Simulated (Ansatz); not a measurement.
# HfGe3: the cost of one run

Program: Ansatz 0.2.0. Level of theory: DFT PBE, scalar-relativistic, plane waves, PAW. These are calculated values, not measurements.

**1. The system as given**

It takes space group P4/mmm (No. 123, tetragonal). Conventional cell: a = 4.252 Å, b = 4.252 Å, c = 4.303 Å, α = 90.00°, β = 90.00°, γ = 90.00°. Hf (site symmetry 4/mmm) has 12 Ge at 3.01 to 3.02 Å in its first shell of neighbours. Ge (site symmetry 4/mmm) has 4 Hf at 3.01 Å and 8 Ge at 3.02 Å in its first shell of neighbours. Ge (site symmetry mmm) has 8 Ge at 3.01 to 3.02 Å and 4 Hf at 3.02 Å in its first shell of neighbours.

Coordinates:

```cif
data_structure
_symmetry_space_group_name_H-M 'P4/mmm'
_symmetry_Int_Tables_number 123
_cell_length_a 4.2524
_cell_length_b 4.2524
_cell_length_c 4.3029
_cell_angle_alpha 90.000
_cell_angle_beta 90.000
_cell_angle_gamma 90.000
_cell_volume 77.81
loop_
_atom_site_label
_atom_site_type_symbol
_atom_site_symmetry_multiplicity
_atom_site_Wyckoff_symbol
_atom_site_fract_x
_atom_site_fract_y
_atom_site_fract_z
_atom_site_occupancy
Hf1 Hf 1 a 0.00000 0.00000 0.00000 1
Ge1 Ge 1 c 0.50000 0.50000 0.00000 1
Ge2 Ge 2 e 0.00000 0.50000 0.50000 1
```

The cell is invented: species swapped into a database cell of SrPb3 (P4/mmm, No. 123), with Hf on the Sr sites and Ge on the Pb sites. The dimensions are guesses.

**2. Probe: one point on a coarse mesh**

input.yaml

```yaml
crystal:
  lattice:
    - [4.2523776, 0.0, 0.0]
    - [0.0, 4.2523776, 0.0]
    - [0.0, 0.0, 4.30290939]
  atoms:
    - { symbol: Hf, position: [0.0, 0.0, 0.0] }
    - { symbol: Ge, position: [0.5, 0.5, 0.0] }
    - { symbol: Ge, position: [0.0, 0.5, 0.5] }
    - { symbol: Ge, position: [0.5, 0.0, 0.5] }
basis:
  ecutwfc: 420
kpoints:
  mp_grid: { grid: [4, 4, 4] }
hamiltonian:
  xc: pbe
scf:
  occupations: { method: gaussian, width: 0.1 }
  lower_state_search: "off"
output:
  forces: true
  stress: true
  eigenvalues: true
```

The run is started by

```bash
$ ansatz run input.yaml --threads 1 --pin off --max-ram 2560MiB --backend cpu --events-out ev --progress --plain --runs-dir out
```

**Question.** How long does this run take on 1 thread of Intel Xeon at 2.50GHz (Skylake/Cascade Lake), shared host, and how much memory does it need?

About 6.2 s, with a peak of 0.39 GiB.
